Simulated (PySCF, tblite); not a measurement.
# C2H2B3ClF3 radical: geometry, infrared bands and EPR parameters

Aim: predict the infrared bands and EPR parameters of C2H2B3ClF3 radical (`FB(Cl)B/[C]=C/B(F)F`).

Programs: tblite 0.8.0 and PySCF 2.14.0, with density-fitted response routines of our own. Each step states its level of theory. These are calculated values for one molecule in the gas phase, unless marked as measured. Atoms are numbered from 0 throughout.

### 1 Starting geometry

11 atoms, charge 0, multiplicity 2; geometry from: force field or distance geometry start.

Bonds of the start (Å): F0–B1 1.47, B1–Cl2 1.84, B1–B3 1.66, B3–C4 1.55, C4–C5 1.32, C5–B6 1.57, B6–F7 1.46, B6–F8 1.46, B3–H9 1.20, C5–H10 1.09.

### 2 Geometry optimisation with GFN2-xTB

The job: settings as JSON, then the geometry in Å.

```
{"job": {"kind": "relax", "xc": "GFN2-xTB", "basis": "xTB"}, "charge": 0, "multiplicity": 2}
F     -1.986700     1.886600     0.888800
B     -2.410200     0.676300     0.179700
Cl    -4.183800     0.203400     0.334500
B     -1.299900    -0.538800    -0.070600
C      0.181000    -0.230700    -0.415600
C      1.161600    -0.246900     0.460500
B      2.601100     0.096800    -0.051600
F      3.515200    -1.036000    -0.104400
F      3.184400     1.335700     0.443400
H     -1.745200    -1.654200    -0.121400
H      0.988000    -0.489500     1.510600
```

Launch:

```sh
$ OMP_NUM_THREADS=1 python probes_run.py task.json out
```

One launch serves the whole session: the jobs run in the order shown.

**Question.** This job is followed by: GFN2-xTB harmonic vibrations, gas phase; UKS B3LYP, pcH-1 on B C Cl F H, non-relativistic, mean-field spin-orbit, GIAO. What will the session give for the following? strongest single infrared mode (GFN2-xTB); zero-point energy (GFN2-xTB); g(iso) (B3LYP); ⟨S²⟩; largest a(iso) (averaged by class); surface potential, 1st and 99th percentile.

As calculated:

| quantity | value |
| --- | --- |
| strongest single infrared mode (GFN2-xTB) | 1781 cm⁻¹, 758 km/mol |
| zero-point energy (GFN2-xTB) | 29.9 kcal/mol |
| g(iso) (B3LYP) | 2.00262 |
| ⟨S²⟩ | 0.755 (exact 0.75) |
| largest a(iso) (averaged by class) | 1H on H10, 130.1 MHz |
| surface potential, 1st and 99th percentile | -0.63 V and 1.80 V |

What this shows: The optimisation took 98 steps and gained 2.674 eV; among the close pairs (by a distance rule), B6–F7 changed most, from 1.457 to 1.317 Å. No mode is imaginary among the 27: a minimum at this level. The strongest single mode, at 1781 cm⁻¹, moves mainly C4. Unscaled tight-binding wavenumbers are off by several per cent, some by more. Its intensities can rank the bands wrongly. C4 carries the largest spin population, 0.56 e. The isotropic g lies 0.3 ppt above the free-electron value.
